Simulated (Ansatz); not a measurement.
# AlF2H3O2: the cost of one run

Method: RKS BHLYP-D4/def2-SVP, in Ansatz 0.2.0.

## 1. The starting structure

Bond lengths: Al1–F3 1.641 Å, Al1–F4 1.639 Å, Al1–O6 2.177 Å, O6–O7 1.403 Å, O7–H8 0.969 Å. Angles: F3–Al1–F4 125.2°, F3–Al1–O6 111.3°, F4–Al1–O6 119.2°, Al1–O6–O7 149.7°, O6–O7–H8 104.9°.

Coordinates:

```xyz
8

Al   -1.2579    0.1072   -0.3855
H    -0.3324   -1.6553   -0.1760
F    -1.2448    0.5680   -1.9606
F    -2.5348    0.2512    0.6311
H     0.4253   -1.1547    0.1982
O     0.7563    0.0592    0.4400
O     1.8507    0.7318    1.0041
H     2.3376    1.0927    0.2486
```

## 2. Pulling towards end A

Springs on the bonds that form and break draw the guess towards this end; the thresholds are loose.

Input file input.yaml:

```yaml
crystal:
  periodic: [false, false, false]
  atoms:
    - { symbol: Al, position_ang: [-1.2579, 0.1072, -0.3855] }
    - { symbol: H, position_ang: [-0.3324, -1.6553, -0.176] }
    - { symbol: F, position_ang: [-1.2448, 0.568, -1.9606] }
    - { symbol: F, position_ang: [-2.5348, 0.2512, 0.6311] }
    - { symbol: H, position_ang: [0.4253, -1.1547, 0.1982] }
    - { symbol: O, position_ang: [0.7563, 0.0592, 0.44] }
    - { symbol: O, position_ang: [1.8507, 0.7318, 1.0041] }
    - { symbol: H, position_ang: [2.3376, 1.0927, 0.2486] }
basis:
  gaussian: { orbitals: def2-SVP }
hamiltonian:
  xc: { name: BHLYP }
  dispersion: d4
relax:
  f_tol: 0.15
  max_steps: 25
  restrain:
    - { distance: [0, 5], at: 3.17, k: 30.0 }
    - { distance: [4, 1], at: 1.92, k: 30.0 }
    - { distance: [0, 1], at: 1.52, k: 30.0 }
    - { distance: [4, 5], at: 0.97, k: 30.0 }
```

Command:

```console
$ ansatz run input.yaml --threads 2 --pin off --max-ram 3072MiB --backend cpu --events-out ev --progress --plain --runs-dir out
```

Q: Estimate wall time and peak memory on 2 threads of Arm Neoverse V1, shared host.

About 33 s, with a peak of 0.17 GiB.
